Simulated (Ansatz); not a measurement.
Crystal: CaIrN2.

```
Ir Ca N
1.0
     1.64885    0.95196    5.00940
    -1.64885    0.95196    5.00940
     0.00000   -1.90393    5.00940
Ir Ca N
1 1 2
Direct
  0.50000 0.50000 0.50000
  0.00000 0.00000 0.00000
  0.23088 0.23088 0.23088
  0.76912 0.76912 0.76912
```

The cell comes from a database or a generator and needn't be the stable form of this composition.

Program: Ansatz 0.2.0. Alike in all runs: task single point; level HSE06 form with a typed share of exact exchange; potentials or basis Ansatz PAW; no spin polarisation; cell as given; k mesh 5 × 5 × 5; cutoff (eV) 420; smearing fermi-dirac 0.05 eV; the mesh is coarse, so values aren't converged.

Question: Order these runs on this cell by their pressure, lowest first.
A. share of exact exchange 0.4
B. share of exact exchange 0.1
C. share of exact exchange 0.2
D. share of exact exchange 0.3
E. share of exact exchange 0.5

Answer: E (-15.6 GPa), A (-13.1 GPa), D (-10.4 GPa), C (-7.6 GPa), B (-4.7 GPa).

Caveats: all runs use coarse meshes; the PAW data sets come from PBE, with cores solved anew for the run's functional, which leaves a small shift of forces and pressure; the thresholds are loose for stress.
